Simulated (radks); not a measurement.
**Se²⁺ in [Ar] 3d10 4s2 4p2: an all-electron calculation**

The task here is to estimate one member of a computed series from the others.

Program: radks (a radial shooting solver on a logarithmic mesh, Libxc functionals) version 1. Level of theory: Dirac Kohn-Sham, AM05, spin-unpolarised, spherical densities, finite nucleus; open shells are shared between the two j in proportion to 2j + 1. These are calculated values, not measurements, unless marked.

### The system

```
element            : selenium (Z = 34)
charge             : +2
electrons          : 32
configuration      : [Ar] 3d10 4s2 4p2
nuclear rms radius : 4.14 fm
```

Outer shells as boxes (Hund's rule):

Se²⁺
```
[Ar] core
3d [↑↓][↑↓][↑↓][↑↓][↑↓]
4s [↑↓]
4p [↑ ][↑ ][  ]
```

The first run:

The run's settings:

```text
Z 34
configuration [Ar] 3d10 4s2 4p2
relativity Dirac
functional am05,am05
spin unpolarised
j_filling average
nucleus finite rms 4.14 fm
c 137.035999084
```

The run is started by

```sh
$ python run_ks.py task.json out
```

This one command runs every case of the session in turn.

One table of the session follows, with a row left open; its other results are not shown here.

It belongs to the step «Shells». From the orbitals of this run (lengths in bohr):

```
level      <r>  outermost maximum (interpolated)  90 % within  nodes
1s1/2  0.04413                            0.0288       0.0789      0
2s1/2   0.1959                             0.165        0.303      1
2p1/2   0.1686                             0.130        0.276      0
2p3/2   0.1724                             0.133        0.281      0
3s1/2   0.5746                             0.503        0.857      2
3p1/2   0.5827                             0.495        0.892      1
3p3/2   0.5933                             0.504        0.908      1
3d3/2        ?                                 ?            ?      ?
3d5/2   0.6303                             0.453         1.05      0
4s1/2    1.690                              1.47         2.49      3
4p1/2    1.962                              1.67         2.93      2
4p3/2    1.992                              1.70         2.97      2
```

Estimate the missing values for 3d3/2.

The run gave: <r>: 0.6260; outermost maximum (interpolated): 0.450; 90 % within: 1.04; nodes: 0. In the column «<r>» it lies between 3p3/2 (0.5933) and 3d5/2 (0.6303).

To keep in mind: Spin polarisation and multiplet splitting are left out.
